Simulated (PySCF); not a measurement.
**Sm(NO2)2: forces at shaken geometries**

How stiff is Sm(NO2)2? Its atoms are displaced at random by several amounts. It is a constructed species; whether it can be made isn't addressed.

Computed with PySCF 2.14.0. Level: PBE0, Sm lcecp-0-SVP with ECP52, O def2-SVP, N def2-SVP; scalar-relativistic core potentials, no spin–orbit coupling.

1 further run of the same task is left out (for a known fault of the program).

### 1 The starting structure

7 atoms, charge 0, spin multiplicity 1.

Bond lengths: Sm1–O2 2.512 Å, Sm1–O3 2.512 Å, Sm1–N4 2.960 Å, Sm1–O5 2.512 Å, Sm1–O6 2.512 Å, Sm1–N7 2.960 Å, O2–N4 1.252 Å, O3–N4 1.252 Å, O5–N7 1.252 Å, O6–N7 1.252 Å. Angles: O2–Sm1–O3 49.5°, O2–Sm1–N4 24.8°, O2–Sm1–O5 145.5°, O2–Sm1–O6 145.5°, O2–Sm1–N7 155.2°, O3–Sm1–N4 24.8°, O3–Sm1–O5 145.5°, O3–Sm1–O6 145.5°, O3–Sm1–N7 155.2°, N4–Sm1–O5 155.2°, N4–Sm1–O6 155.2°, N4–Sm1–N7 180.0°, O5–Sm1–O6 49.5°, O5–Sm1–N7 24.8°, O6–Sm1–N7 24.8°, Sm1–O2–N4 98.1°, Sm1–O3–N4 98.1°, Sm1–N4–O2 57.2° and more.

Geometry (Å):

```
atom    x (Å)    y (Å)    z (Å)
 Sm1   0.0000   0.0000   0.0000
  O2   0.7442   0.7442   2.2810
  O3  -0.7442  -0.7442   2.2810
  N4   0.0000   0.0000   2.9598
  O5   0.7442  -0.7442  -2.2810
  O6  -0.7442   0.7442  -2.2810
  N7   0.0000   0.0000  -2.9598
```

Formal oxidation states: Sm +2. Each metal's 6 4f electrons lie in its core potential, so multiplicities, spins and levels count the valence alone. An earlier session relaxed this geometry at PBE0, Sm lcecp-0-SVP with ECP52, O def2-SVP, N def2-SVP (singlet, point group D2d).

Its energy there is -438.464690 Eh.

### 2 Atoms moved at random, σ = 0.1 Å

Input file run.py (the lines that set the calculation):

```python
mol = gto.M(atom='''
Sm    -0.06652     0.02145    -0.10313
O      0.68870     0.84749     2.31833
O     -0.80032    -0.88523     2.29777
N      0.02826     0.09918     2.92995
O      0.73348    -0.69364    -2.15571
O     -0.69074     0.73344    -2.45447
N      0.10713    -0.12268    -2.83275''',
    basis={'Sm': 'lcecp-0-SVP', 'O': 'def2-SVP', 'N': 'def2-SVP'},
    ecp={'Sm': 'lcecp-0-SVP'},
    charge=0, spin=0)
mf = dft.RKS(mol, xc='PBE0')
mf.grids.atom_grid = (50, 194)  # f atoms: unpruned, at least (60, 302)
mf = mf.density_fit()  # fitting sets: Sm AutoAux, O def2-universal-JKFIT, N def2-universal-JKFIT
mf.conv_tol = 1e-08; mf.max_cycle = 55
mf.kernel(dm0)  # dm0: the density of the relaxed state
```

Command:

```
> OMP_NUM_THREADS=2 python run.py
```

Output:

```text
init E= -438.490138333994
cycle= 1 E= -438.283616734543  delta_E= 0.207  |g|= 0.658  |ddm|= 1.05
cycle= 2 E= -437.760951063027  delta_E= 0.523  |g|= 1.73  |ddm|= 1.85
cycle= 3 E= -438.352178384195  delta_E= -0.591  |g|= 0.31  |ddm|= 1.38
cycle= 4 E= -438.369173504226  delta_E= -0.017  |g|= 0.0996  |ddm|= 0.273
cycle= 5 E= -438.370751741322  delta_E= -0.00158  |g|= 0.0438  |ddm|= 0.0937
cycle= 6 E= -438.371096104712  delta_E= -0.000344  |g|= 0.0122  |ddm|= 0.039
cycle= 7 E= -438.371123010146  delta_E= -2.69e-05  |g|= 0.00284  |ddm|= 0.00998
cycle= 8 E= -438.371124607895  delta_E= -1.6e-06  |g|= 0.000735  |ddm|= 0.00271
cycle= 9 E= -438.371124763507  delta_E= -1.56e-07  |g|= 0.000353  |ddm|= 0.00131
cycle= 10 E= -438.371124795552  delta_E= -3.2e-08  |g|= 9.47e-05  |ddm|= 0.000485
cycle= 11 E= -438.371124798821  delta_E= -3.27e-09  |g|= 1.55e-05  |ddm|= 0.000199
Extra cycle  E= -438.37112479883  delta_E= -9.44e-12  |g|= 2.15e-05  |ddm|= 4.16e-05
converged SCF energy = -438.37112479883
```

It took 5.8 s on 2 threads of Arm Neoverse V1, shared host.

It gives: E = -438.371125 Eh (+2.546 eV from the relaxed state), frontier levels not given, since the 4f levels lie in the core, Mulliken charge on Sm1 +1.01 e, largest force component 15.959 eV/Å. 

```csv
atom,Fx,Fy,Fz (eV/Å)
Sm1,-0.967,0.398,2.628
O2,1.331,1.409,-3.343
O3,3.325,3.878,-0.166
N4,-4.394,-5.013,2.545
O5,10.603,-9.451,11.562
O6,-1.368,1.612,2.732
N7,-8.528,7.167,-15.959
```

### 3 Atoms moved at random, σ = 0.03 Å

Input file run.py (the lines that set the calculation):

```python
mol = gto.M(atom='''
Sm     0.03070     0.00384    -0.02713
O      0.76723     0.74388     2.26506
O     -0.73181    -0.75233     2.28488
N     -0.03033     0.01466     2.92428
O      0.77617    -0.75412    -2.24754
O     -0.80245     0.78103    -2.25102
N     -0.00951    -0.03696    -2.94852''',
    basis={'Sm': 'lcecp-0-SVP', 'O': 'def2-SVP', 'N': 'def2-SVP'},
    ecp={'Sm': 'lcecp-0-SVP'},
    charge=0, spin=0)
mf = dft.RKS(mol, xc='PBE0')
mf.grids.atom_grid = (50, 194)  # f atoms: unpruned, at least (60, 302)
mf = mf.density_fit()  # fitting sets: Sm AutoAux, O def2-universal-JKFIT, N def2-universal-JKFIT
mf.conv_tol = 1e-08; mf.max_cycle = 55
mf.kernel(dm0)  # dm0: the density of the relaxed state
```

Command:

```
> OMP_NUM_THREADS=2 python run.py
```

Output:

```text
init E= -438.391188561599
cycle= 1 E= -438.449967040768  delta_E= -0.0588  |g|= 0.163  |ddm|= 0.325
cycle= 2 E= -438.426985836578  delta_E= 0.023  |g|= 0.378  |ddm|= 0.399
cycle= 3 E= -438.455101577773  delta_E= -0.0281  |g|= 0.0429  |ddm|= 0.287
cycle= 4 E= -438.455346086648  delta_E= -0.000245  |g|= 0.0246  |ddm|= 0.0432
cycle= 5 E= -438.45546354271  delta_E= -0.000117  |g|= 0.00483  |ddm|= 0.018
cycle= 6 E= -438.455466883632  delta_E= -3.34e-06  |g|= 0.00376  |ddm|= 0.0068
cycle= 7 E= -438.455469863396  delta_E= -2.98e-06  |g|= 0.00128  |ddm|= 0.00407
cycle= 8 E= -438.455470286647  delta_E= -4.23e-07  |g|= 0.000311  |ddm|= 0.0017
cycle= 9 E= -438.455470307912  delta_E= -2.13e-08  |g|= 0.000222  |ddm|= 0.000511
cycle= 10 E= -438.455470318884  delta_E= -1.1e-08  |g|= 2.69e-05  |ddm|= 0.000238
cycle= 11 E= -438.455470319104  delta_E= -2.2e-10  |g|= 4.98e-06  |ddm|= 4.73e-05
Extra cycle  E= -438.4554703191  delta_E= 3.75e-12  |g|= 7.62e-06  |ddm|= 1.18e-05
converged SCF energy = -438.4554703191
```

Run time: 5.9 s. Hardware: 2 threads of Arm Neoverse V1, shared host.

Read off: E = -438.455470 Eh (+0.251 eV from the relaxed state), frontier levels not given, since the 4f levels lie in the core, Mulliken charge on Sm1 +1.09 e, largest force component 2.455 eV/Å. 

```
atom      Fx      Fy  Fz (eV/Å)
 Sm1  -0.120   0.139      0.334
  O2  -0.476  -0.476     -0.306
  O3  -0.682  -0.795     -1.307
  N4   1.143   1.257      1.511
  O5  -1.348   1.254     -1.036
  O6   2.421  -2.455     -1.480
  N7  -0.938   1.074      2.283
```

### 4 Atoms moved at random, σ = 0.03 Å

Input file run.py (the lines that set the calculation):

```python
mol = gto.M(atom='''
Sm     0.05834    -0.05001     0.00920
O      0.71537     0.75327     2.20955
O     -0.71697    -0.71388     2.26697
N      0.02447     0.02335     3.00737
O      0.70781    -0.77644    -2.33039
O     -0.74562     0.77922    -2.27414
N     -0.04342    -0.01550    -2.88855''',
    basis={'Sm': 'lcecp-0-SVP', 'O': 'def2-SVP', 'N': 'def2-SVP'},
    ecp={'Sm': 'lcecp-0-SVP'},
    charge=0, spin=0)
mf = dft.RKS(mol, xc='PBE0')
mf.grids.atom_grid = (50, 194)  # f atoms: unpruned, at least (60, 302)
mf = mf.density_fit()  # fitting sets: Sm AutoAux, O def2-universal-JKFIT, N def2-universal-JKFIT
mf.conv_tol = 1e-08; mf.max_cycle = 55
mf.kernel(dm0)  # dm0: the density of the relaxed state
```

Command:

```
> OMP_NUM_THREADS=2 python run.py
```

Output:

```text
init E= -438.457113973049
cycle= 1 E= -438.446277662187  delta_E= 0.0108  |g|= 0.0991  |ddm|= 0.424
cycle= 2 E= -438.444582114716  delta_E= 0.0017  |g|= 0.144  |ddm|= 0.175
cycle= 3 E= -438.448196711833  delta_E= -0.00361  |g|= 0.0269  |ddm|= 0.102
cycle= 4 E= -438.448321297496  delta_E= -0.000125  |g|= 0.00799  |ddm|= 0.0217
cycle= 5 E= -438.448332406661  delta_E= -1.11e-05  |g|= 0.00414  |ddm|= 0.0086
cycle= 6 E= -438.448335091955  delta_E= -2.69e-06  |g|= 0.0022  |ddm|= 0.00457
cycle= 7 E= -438.448336058416  delta_E= -9.66e-07  |g|= 0.000853  |ddm|= 0.00232
cycle= 8 E= -438.448336211142  delta_E= -1.53e-07  |g|= 0.000149  |ddm|= 0.000789
cycle= 9 E= -438.448336222469  delta_E= -1.13e-08  |g|= 3.45e-05  |ddm|= 0.000381
cycle= 10 E= -438.448336223152  delta_E= -6.83e-10  |g|= 1.32e-05  |ddm|= 0.000115
Extra cycle  E= -438.448336223103  delta_E= 4.91e-11  |g|= 2.15e-05  |ddm|= 3.32e-05
converged SCF energy = -438.448336223103
```

Run time: 5.7 s. Hardware: 2 threads of Arm Neoverse V1, shared host.

Read off: E = -438.448336 Eh (+0.445 eV from the relaxed state), frontier levels not given, since the 4f levels lie in the core, Mulliken charge on Sm1 +1.08 e, largest force component 5.150 eV/Å. 

| atom | Fx | Fy | Fz (eV/Å) |
| --- | --- | --- | --- |
| Sm1 | -0.145 | 0.016 | -0.206 |
| O2 | 0.354 | 0.293 | 2.370 |
| O3 | -0.068 | -0.137 | 2.273 |
| N4 | -0.222 | -0.090 | -4.378 |
| O5 | 1.413 | -1.302 | 2.711 |
| O6 | -0.341 | 0.521 | 2.380 |
| N7 | -0.991 | 0.698 | -5.150 |

### 5 The displacements side by side

| σ (Å) | energy rise (eV) | harmonic estimate −½ F·u (eV) | largest force component (eV/Å) |
| --- | --- | --- | --- |
| 0.1 | 2.546 | 2.606 | 15.96 |
| 0.03 | 0.251 | 0.233 | 2.46 |
| 0.03 | 0.445 | 0.442 | 5.15 |

Every displacement raises the energy. For a harmonic well the rise equals −½ F·u; the two differ by at most 7 % here (a move with σ = 0.03 Å), from anharmonicity, the grid and the small forces left at the relaxed point. These are double-zeta-type bases without diffuse functions. Spin–orbit coupling is left out.
